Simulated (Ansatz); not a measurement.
# SnO2: the cost of one run

Method: DFT PBE, scalar-relativistic, plane waves, PAW, in Ansatz 0.2.0.

## (1) The structure to begin with

The cell holds 24 atoms (O16Sn8): a = 6.720 Å, b = 6.942 Å, c = 7.044 Å, α = 91.48°, β = 94.19°, γ = 89.14°.

It is the last frame of an earlier stage of the same melt, run at 1200 K.

Its coordinates follow in the input file.

## (2) Langevin stage at 300 K

One k point, a Fermi-Dirac width of 0.050 eV and a fixed cell.

input.yaml

```yaml
crystal:
  lattice:
    - [6.715529, 0.049507, -0.251323]
    - [0.049507, 6.941236, -0.089622]
    - [-0.251323, -0.089622, 7.038805]
  atoms:
    - { symbol: Sn, position: [0.5061563254, 0.647088662, 0.5477614214] }
    - { symbol: Sn, position: [0.2230022402, 0.30328239, 0.8536230754] }
    - { symbol: Sn, position: [0.7174216373, 0.1552756356, 0.6945164938] }
    - { symbol: Sn, position: [0.4294401843, 0.7723493832, 0.9980407946] }
    - { symbol: Sn, position: [0.985874872, 0.882489356, 0.4246920036] }
    - { symbol: Sn, position: [0.4253250556, 0.1311084754, 0.294850191] }
    - { symbol: Sn, position: [0.0423272972, 0.4113664323, 0.2730533046] }
    - { symbol: Sn, position: [0.8968978298, 0.6879299612, 0.8771952188] }
    - { symbol: O, position: [0.4731593071, 0.9879466692, 0.601427053] }
    - { symbol: O, position: [0.1387447779, 0.5793205213, 0.4955417084] }
    - { symbol: O, position: [0.4388933648, 0.8161119113, 0.2952294801] }
    - { symbol: O, position: [0.3642030483, 0.0706150447, 0.0081875922] }
    - { symbol: O, position: [0.8087970787, 0.6975740521, 0.5529215531] }
    - { symbol: O, position: [0.3422267262, 0.8417522547, 0.7095276644] }
    - { symbol: O, position: [0.9447129561, 0.7218568409, 0.1750608658] }
    - { symbol: O, position: [0.711575612, 0.1794806279, 0.4045011406] }
    - { symbol: O, position: [0.6048386942, 0.5974522474, 0.8362687264] }
    - { symbol: O, position: [0.0225808361, 0.0719415206, 0.6798638909] }
    - { symbol: O, position: [0.4506376047, 0.3374502981, 0.6530988403] }
    - { symbol: O, position: [0.1440738759, 0.1360635882, 0.3646947841] }
    - { symbol: O, position: [0.7330678175, 0.93998076, 0.9254598296] }
    - { symbol: O, position: [0.1939287687, 0.6134950605, 0.8804174182] }
    - { symbol: O, position: [0.9535375784, 0.3680844483, 0.9567595336] }
    - { symbol: O, position: [0.3630149469, 0.4120684006, 0.1825298916] }
  symmetry: { detect: false }
basis:
  ecutwfc: 420
  xc_grid: 1
kpoints:
  mp_grid: { grid: [1, 1, 1], shift: [0.0, 0.0, 0.0] }
hamiltonian:
  xc: pbe
scf:
  occupations: { method: fermi_dirac, width: 0.05 }
  lower_state_search: "off"
  convergence: { dr2_threshold: 1.0e-05 }
output:
  forces: true
  stress: true
md:
  timestep: 2.0
  n_steps: 250
  ensemble: nvt_langevin
  friction: 0.03
  temperature: 300.0
  initial_velocities: maxwell_boltzmann
  seed: 29104
```

Command:

```sh
ansatz run input.yaml --threads 2 --pin off --max-ram 5120MiB --backend cpu --events-out ev --progress --plain --runs-dir out
```

Q: Estimate wall time and peak memory on 2 threads of Arm Neoverse V1, shared host.

About 5.3 min, with a peak of 0.42 GiB.
